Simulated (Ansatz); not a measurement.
# CuSn3 (I4/mmm) in Ansatz: notebook

One crystal, CuSn3, is run at these levels: LDA; tasks: single point, equation of state.

Program: Ansatz 0.2.0. These are calculated values, not measurements. Logs are shortened: lines on timing, memory, paths and dates and some standing lists are left out, and cuts for length are marked.

## (1) Starting point

Symmetry: I4/mmm, No. 139, tetragonal system. The conventional cell has a = 4.480 Å, b = 4.480 Å, c = 9.741 Å, α = 90.00°, β = 90.00°, γ = 90.00°. Around Sn (site symmetry 4/mmm) lie 4 Cu at 3.17 Å and 8 Sn at 3.31 Å. Sn (site symmetry -4m2) has 8 Sn at 3.17 to 3.31 Å and 4 Cu at 3.31 Å as nearest neighbours. Cu (site symmetry 4/mmm) has 12 Sn at 3.17 to 3.31 Å as nearest neighbours.

The cell comes from a database or a generator and needn't be the stable form of this composition.

## (2) Single point, LDA, 22.97 Å³/atom (volume scaled by 0.94)

input.yaml reads:

```yaml
crystal:
  lattice:
    - [-2.1941778637, 2.1941778637, 4.7712739781]
    - [2.1941778637, -2.1941778637, 4.7712739781]
    - [2.1941778637, 2.1941778637, -4.7712739781]
  atoms:
    - { symbol: Sn, position: [0.5, 0.5, 0.0] }
    - { symbol: Sn, position: [0.25, 0.75, 0.5] }
    - { symbol: Sn, position: [0.75, 0.25, 0.5] }
    - { symbol: Cu, position: [0.0, 0.0, 0.0] }
hamiltonian:
  xc: lda
  pseudopotentials: { kind: paw }
kpoints:
  mp_grid: { grid: [8, 8, 8] }
scf:
  occupations: { method: fermi_dirac, width: 0.05 }
output:
  forces: true
  stress: true
  eigenvalues: true
  write_density: true
  write_potential: true
  elf: true
  volumetric_format: npy
```

Potentials or basis: Ansatz PAW.

Run with:

```sh
> ansatz run input.yaml --threads 2 --pin off --max-ram 5632MiB --backend cpu --events-out ev --progress --plain --runs-dir out
```

Log:

```text
Warning: RAYON_NUM_THREADS=2 ignored (pool sized by the plan → 2); use --threads N
Engine: ansatz 0.2.0, x86_64-unknown-linux-gnu
Pseudopotentials: kind: paw
Pseudopotential: Sn, paw, valence charge 14, recommended cutoff 420 eV (normal), Sn.paw.azcp
Pseudopotential: Cu, paw, valence charge 19, recommended cutoff 420 eV (normal), Cu.paw.azcp
Functional definition: SPW92
  exchange = slater_x
  correlation = pw_c
Crystal: 4 atoms, lattice volume = 91.884 Å³
Basis set: ecut = 420 eV, 1823 PW (Γ)
Bands: 37, of which v1, the nominal top of the filled ones, is band 31 counted from 1 (30 counted from 0)
Symmetry: 16 space group operations
Space group: I4/mmm (ITA 139), of the structure as read, at distance tolerance 4.5e-5 Å
k-points: 59 of 512
Non-local potential: Sn, projectors of the file, l = 0: 2, l = 1: 2, l = 2: 2, l = 3: 2
Non-local potential: Cu, projectors of the file, l = 0: 3, l = 1: 2, l = 2: 3, l = 3: 1
PAW form: soft (Blöchl's): semilocal exchange-correlation on the pseudo side does not see the compensation charge
PAW frozen core: Sn, regenerated for the run's functional, and the local potential with it (the file was generated under x = pbe(κ = 0.804, μ = 0.2195149727645171), c = pbe(β = 0.06672455060314922))
PAW frozen core: Cu, regenerated for the run's functional, and the local potential with it (the file was generated under x = pbe(κ = 0.804, μ = 0.2195149727645171), c = pbe(β = 0.06672455060314922))
PAW one-centre angular grid: Sn, 590 points (default); XC on 64 Gauss nodes
PAW one-centre angular grid: Cu, 590 points (default); XC on 64 Gauss nodes
Initial density: superposition of atomic densities (neutral atoms: chi_scale 0, normalization atom), corrected by the library's trained network
Initial wavefunctions: pseudopotential atomic-orbital guess
Functional: x = slater, c = lda
SCF iter   1: F=—  HF=-24193.248459 eV  |F-HF|=—  |Δ(HF+E_count)|=         —  Δρ=8.93e-3  dr2=3.15e-2  ethr=1.77e-3  ⟨swp⟩=7.0  Hψ=9127  notcnv=0  defer=3
preconditioner: auto → Kerker (q_TF=auto, 2.548 Å⁻¹)  [metal: Δε(μ)=0.017 eV  Ē_g=16.830 eV  σ=0.050 eV  W_gap=0.09  n_scr=30 (ndim 8)  ℏωp=28.2 eV  f_vac=0.000  D(μ)=2.22/eV (n_scr^D=14)]
SCF iter   2: F=—  HF=-24193.238934 eV  |F-HF|=—  |Δ(HF+E_count)|=   9.53e-3  Δρ=3.51e-3  dr2=7.71e-3  ethr=5.17e-5  ⟨swp⟩=3.0  Hψ=4769  notcnv=0  defer=59
SCF iter   3: F=—  HF=-24193.237279 eV  |F-HF|=—  |Δ(HF+E_count)|=   1.65e-3  Δρ=1.69e-3  dr2=1.68e-3  ethr=1.26e-5  ⟨swp⟩=2.1  Hψ=3695  notcnv=0  defer=59
SCF iter   4: F=—  HF=-24193.236835 eV  |F-HF|=—  |Δ(HF+E_count)|=   4.44e-4  Δρ=4.51e-4  dr2=2.95e-4  ethr=2.75e-6  ⟨swp⟩=2.0  Hψ=2487  notcnv=0  defer=59
SCF iter   5: F=—  HF=-24193.236780 eV  |F-HF|=—  |Δ(HF+E_count)|=   5.49e-5  Δρ=1.15e-4  dr2=2.10e-5  ethr=4.83e-7  ⟨swp⟩=2.0  Hψ=2422  notcnv=0  defer=59
SCF iter   6: F=—  HF=-24193.236772 eV  |F-HF|=—  |Δ(HF+E_count)|=   7.51e-6  Δρ=1.70e-5  dr2=3.43e-7  ethr=3.44e-8  ⟨swp⟩=2.0  Hψ=2820  notcnv=0  defer=59
SCF iter   7: F=—  HF=-24193.236772 eV  |F-HF|=—  |Δ(HF+E_count)|=   4.11e-8  Δρ=9.95e-6  dr2=1.05e-7  ethr=1.64e-10  ⟨swp⟩=12.8  Hψ=16081  notcnv=0
SCF iter   8: F=-24193.236772 eV  HF=-24193.236772 eV  |F-HF|=4.88e-9  |Δ(HF+E_count)|=   1.07e-8  Δρ=1.61e-6  dr2=4.32e-9  ethr=1.64e-10  ⟨swp⟩=8.3  Hψ=12243  notcnv=0
SCF 1 converged in 8 iterations: F = -24193.236772 eV  dr2 = 4.32e-9
SCF converged after 8 iterations
Free energy (F): -24193.236772 eV
Harris-Foulkes:  -24193.236772 eV  (|F-HF|=4.88e-9)
Internal energy: -24193.219188 eV  (E = F + TS)
E sigma→0 (E₀):  -24193.227980 eV
Entropy (-TS):   -0.017585 eV (-4.396 meV/atom)
Fermi energy:    11.534061 eV
--- Per-component energies (eV) ---
  E_band       = -662.503866
  E_kinetic    = 863.722254
  E_local      = -7485.071460  (includes V_loc(G=0)·N_el)
  E_nonlocal   = 316.779415
  E_hartree    = 3788.156701
  E_xc         = -1226.219707
  E_vxc        = -410.994492  (∫ρ·V_xc dr)
  E_paw        = -13580.446647  (= ΣΔE_a)
  E_vpaw       = -1523.252171  (= ΣTr[D̂ρ^β])
  E_aug_tail   = 0.000227  (compensation charges beyond the density's cutoff)
  E_ewald      = -6871.864324
  E_core_change = 1.724355  (= ΣΔE_core)
  E_smearing   = -0.017585  (= −TS)
  E_closure    = 0.000000  (closes the sum)
  Σ components = -24193.236772   (vs F -24193.236772, Δ=0.00e0)
--- Forces (eV/Å), atoms counted from 1 ---
  atom   1  Sn     0.00000000     0.00000000     0.00000000
  atom   2  Sn    -0.00000000     0.00000000     0.00000000
  atom   3  Sn     0.00000000     0.00000000    -0.00000000
  atom   4  Cu     0.00000000     0.00000000     0.00000000
  max |Σ_I F_I| component: 1.39e-17 eV/Å
--- Stress (GPa, compression-positive) ---
       -2.737266       0.000000       0.000000
        0.000000      -2.737266       0.000000
        0.000000      -0.000000      -2.882382
  P = ⅓ Tr σ = -2.7856 GPa (-27.856 kbar)
--- Band table (eV; the first three rows and the last of 59) ---
  k-point 0: bands = ["-99.8982", "-57.7368", "-57.7368", "-57.7197", "-10.0975", "-9.9625", "-9.9587", "-9.8932", "-9.8932", "-9.8920", "-9.8920", "-9.8055", "-9.8030", "-9.7741", "-9.7614", "-9.7282", "-9.7160", "-9.7160", "-9.6235", "0.1999", "6.3741", "7.7512", "8.0079", "8.5638", "8.5638", "8.7101", "9.0253", "9.4271", "10.4599", "10.4599", "11.3294", "11.3294", "11.9954", "12.9932", "13.0193", "16.0885", "16.0885"]
  k-point 1: bands = ["-99.8982", "-57.7368", "-57.7368", "-57.7197", "-10.0682", "-9.9503", "-9.9428", "-9.9018", "-9.8886", "-9.8881", "-9.8837", "-9.7986", "-9.7976", "-9.7770", "-9.7728", "-9.7397", "-9.7313", "-9.7218", "-9.6535", "0.4481", "6.4073", "6.7482", "7.7248", "8.6136", "8.7294", "8.8536", "9.1457", "9.3172", "9.7666", "10.4159", "10.4282", "11.7023", "13.5158", "14.1756", "14.2163", "14.3137", "16.4494"]
  k-point 2: bands = ["-99.8982", "-57.7368", "-57.7368", "-57.7197", "-10.0208", "-9.9294", "-9.9274", "-9.8815", "-9.8767", "-9.8737", "-9.8649", "-9.8411", "-9.7947", "-9.7882", "-9.7687", "-9.7610", "-9.7542", "-9.7498", "-9.6795", "1.1895", "5.5650", "6.2059", "7.3978", "8.2748", "8.5909", "8.9117", "9.2629", "9.2741", "9.5442", "9.6176", "10.1268", "11.0114", "14.3895", "16.2019", "16.2357", "16.3483", "17.3432"]
  k-point 58: bands = ["-99.8982", "-57.7367", "-57.7367", "-57.7197", "-10.0919", "-10.0041", "-9.9955", "-9.9955", "-9.9361", "-9.8662", "-9.7923", "-9.7923", "-9.7797", "-9.7775", "-9.7403", "-9.7088", "-9.7088", "-9.6925", "-9.6236", "1.3672", "2.6290", "7.3329", "8.5901", "8.5901", "8.8970", "9.0199", "9.0199", "9.0265", "9.4361", "10.6986", "14.3758", "14.3758", "14.4261", "14.4813", "15.7932", "17.0301", "17.0301"]
```

It took 9.1 s on 2 threads of Intel Xeon Platinum 8375C at 2.90GHz (Ice Lake), shared host; peak memory 0.46 GiB.

Results:

* Free energy: -24193.2368 eV
* Pressure: -2.8 GPa
* Band gap on the k mesh: none (metal or under the smearing width)

Caveat: the PAW data sets come from PBE, with cores solved anew for the run's functional, which leaves a small shift of forces and pressure.

## (3) Single point, LDA, 23.46 Å³/atom (volume scaled by 0.96)

Edit input.yaml of step 2 so:

```diff
@@ -2,5 +2,5 @@
   lattice:
-    - [-2.1941778637, 2.1941778637, 4.7712739781]
-    - [2.1941778637, -2.1941778637, 4.7712739781]
-    - [2.1941778637, 2.1941778637, -4.7712739781]
+    - [-2.2096303296, 2.2096303296, 4.8048756061]
+    - [2.2096303296, -2.2096303296, 4.8048756061]
+    - [2.2096303296, 2.2096303296, -4.8048756061]
   atoms:
@@ -21,5 +21 @@
   eigenvalues: true
-  write_density: true
-  write_potential: true
-  elf: true
-  volumetric_format: npy
```

Potentials or basis: Ansatz PAW.

Run with:

```sh
> ansatz run input.yaml --threads 2 --pin off --max-ram 5632MiB --backend cpu --events-out ev --progress --plain --runs-dir out
```

Wall time 7.3 s (2 threads of Intel Xeon Platinum 8375C at 2.90GHz (Ice Lake), shared host); peak memory 0.47 GiB.

The run converged. Its results:

| Quantity | Value |
| --- | --- |
| Free energy | -24193.1960 eV |
| Pressure | -3.9 GPa |
| Band gap on the k mesh | none (metal or under the smearing width) |

Caveat: the PAW data sets come from PBE, with cores solved anew for the run's functional, which leaves a small shift of forces and pressure.

## (4) Single point, LDA, 23.95 Å³/atom (volume scaled by 0.98)

Edit input.yaml of step 3 so:

```diff
@@ -2,5 +2,5 @@
   lattice:
-    - [-2.2096303296, 2.2096303296, 4.8048756061]
-    - [2.2096303296, -2.2096303296, 4.8048756061]
-    - [2.2096303296, 2.2096303296, -4.8048756061]
+    - [-2.224869641, 2.224869641, 4.8380137264]
+    - [2.224869641, -2.224869641, 4.8380137264]
+    - [2.224869641, 2.224869641, -4.8380137264]
   atoms:
```

Run with:

```sh
> ansatz run input.yaml --threads 2 --pin off --max-ram 5632MiB --backend cpu --events-out ev --progress --plain --runs-dir out
```

It took 7.1 s on 2 threads of Intel Xeon Platinum 8375C at 2.90GHz (Ice Lake), shared host; peak memory 0.47 GiB.

It converged, with:

```
Free energy            : -24193.1426 eV
Pressure               : -4.8 GPa
Band gap on the k mesh : none (metal or under the smearing width)
```

Caveat: the PAW data sets come from PBE, with cores solved anew for the run's functional, which leaves a small shift of forces and pressure.

## (5) Single point, LDA, 24.44 Å³/atom

Edit input.yaml of step 4 so:

```diff
@@ -2,5 +2,5 @@
   lattice:
-    - [-2.224869641, 2.224869641, 4.8380137264]
-    - [2.224869641, -2.224869641, 4.8380137264]
-    - [2.224869641, 2.224869641, -4.8380137264]
+    - [-2.239903, 2.239903, 4.870704]
+    - [2.239903, -2.239903, 4.870704]
+    - [2.239903, 2.239903, -4.870704]
   atoms:
@@ -21 +21,5 @@
   eigenvalues: true
+  write_density: true
+  write_potential: true
+  elf: true
+  volumetric_format: npy
```

Run with:

```sh
> ansatz run input.yaml --threads 2 --pin off --max-ram 5632MiB --backend cpu --events-out ev --progress --plain --runs-dir out
```

Run time: 8.5 s. Hardware: 2 threads of Intel Xeon Platinum 8375C at 2.90GHz (Ice Lake), shared host; peak memory 0.48 GiB.

Results (log left out):

* Free energy: -24193.0782 eV
* Pressure: -5.7 GPa
* Band gap on the k mesh: none (metal or under the smearing width)

Caveat: the PAW data sets come from PBE, with cores solved anew for the run's functional, which leaves a small shift of forces and pressure.

## (6) Single point, LDA, 24.93 Å³/atom (volume scaled by 1.02)

Edit input.yaml of step 5 so:

```diff
@@ -2,5 +2,5 @@
   lattice:
-    - [-2.239903, 2.239903, 4.870704]
-    - [2.239903, -2.239903, 4.870704]
-    - [2.239903, 2.239903, -4.870704]
+    - [-2.254737227, 2.254737227, 4.9029612579]
+    - [2.254737227, -2.254737227, 4.9029612579]
+    - [2.254737227, 2.254737227, -4.9029612579]
   atoms:
@@ -21,5 +21 @@
   eigenvalues: true
-  write_density: true
-  write_potential: true
-  elf: true
-  volumetric_format: npy
```

Potentials or basis: Ansatz PAW.

Run with:

```sh
> ansatz run input.yaml --threads 2 --pin off --max-ram 5632MiB --backend cpu --events-out ev --progress --plain --runs-dir out
```

Wall time 7.2 s (2 threads of Intel Xeon Platinum 8375C at 2.90GHz (Ice Lake), shared host); peak memory 0.48 GiB.

It converged, with:

```yaml
Free_energy: -24193.0040 eV
Pressure: -6.4 GPa
Band_gap_on_the_k_mesh: none (metal or under the smearing width)
```

Caveat: the PAW data sets come from PBE, with cores solved anew for the run's functional, which leaves a small shift of forces and pressure.

## (7) Single point, LDA, 25.41 Å³/atom (volume scaled by 1.04)

Edit input.yaml of step 6 so:

```diff
@@ -2,5 +2,5 @@
   lattice:
-    - [-2.254737227, 2.254737227, 4.9029612579]
-    - [2.254737227, -2.254737227, 4.9029612579]
-    - [2.254737227, 2.254737227, -4.9029612579]
+    - [-2.2693787881, 2.2693787881, 4.9347995608]
+    - [2.2693787881, -2.2693787881, 4.9347995608]
+    - [2.2693787881, 2.2693787881, -4.9347995608]
   atoms:
@@ -21 +21,5 @@
   eigenvalues: true
+  write_density: true
+  write_potential: true
+  elf: true
+  volumetric_format: npy
```

Run with:

```sh
> ansatz run input.yaml --threads 2 --pin off --max-ram 5632MiB --backend cpu --events-out ev --progress --plain --runs-dir out
```

It took 9.2 s on 2 threads of Intel Xeon Platinum 8375C at 2.90GHz (Ice Lake), shared host; peak memory 0.48 GiB.

It converged, with:

| Property | Result |
| --- | --- |
| Free energy | -24192.9213 eV |
| Pressure | -7.1 GPa |
| Band gap on the k mesh | none (metal or under the smearing width) |

Caveat: the PAW data sets come from PBE, with cores solved anew for the run's functional, which leaves a small shift of forces and pressure.

## (8) Single point, LDA, 25.90 Å³/atom (volume scaled by 1.06)

Edit input.yaml of step 7 so:

```diff
@@ -2,5 +2,5 @@
   lattice:
-    - [-2.2693787881, 2.2693787881, 4.9347995608]
-    - [2.2693787881, -2.2693787881, 4.9347995608]
-    - [2.2693787881, 2.2693787881, -4.9347995608]
+    - [-2.2838338198, 2.2838338198, 4.9662322526]
+    - [2.2838338198, -2.2838338198, 4.9662322526]
+    - [2.2838338198, 2.2838338198, -4.9662322526]
   atoms:
@@ -21,5 +21 @@
   eigenvalues: true
-  write_density: true
-  write_potential: true
-  elf: true
-  volumetric_format: npy
```

Run with:

```sh
> ansatz run input.yaml --threads 2 --pin off --max-ram 5632MiB --backend cpu --events-out ev --progress --plain --runs-dir out
```

Wall time 6.7 s (2 threads of Intel Xeon Platinum 8375C at 2.90GHz (Ice Lake), shared host); peak memory 0.48 GiB.

Results (log left out):

```yaml
Free_energy: -24192.8311 eV
Pressure: -7.7 GPa
Band_gap_on_the_k_mesh: none (metal or under the smearing width)
```

Caveat: the PAW data sets come from PBE, with cores solved anew for the run's functional, which leaves a small shift of forces and pressure.

## (9) Equation of state, LDA

Potentials or basis: Ansatz PAW.

No new run: the results of the series are fitted here.

Results:

```
Equilibrium volume                        : 21.95 Å³/atom (rough: see the caveat)
Bulk modulus at fixed shape and positions : 68 GPa (rough)
```

Energy against volume, from the lowest point:
```
volume (Å³/atom)  energy (meV/atom)
          22.971               0.00
          23.460              10.20
          23.948              23.54
          24.437              39.64
          24.926              58.19
          25.415              78.86
          25.903             101.41
```

Caveat: the minimum lies outside the volumes run; the cell was scaled at fixed shape and fractional positions, which overstates the stiffness of a crystal with free parameters, most of all of layers and chains.
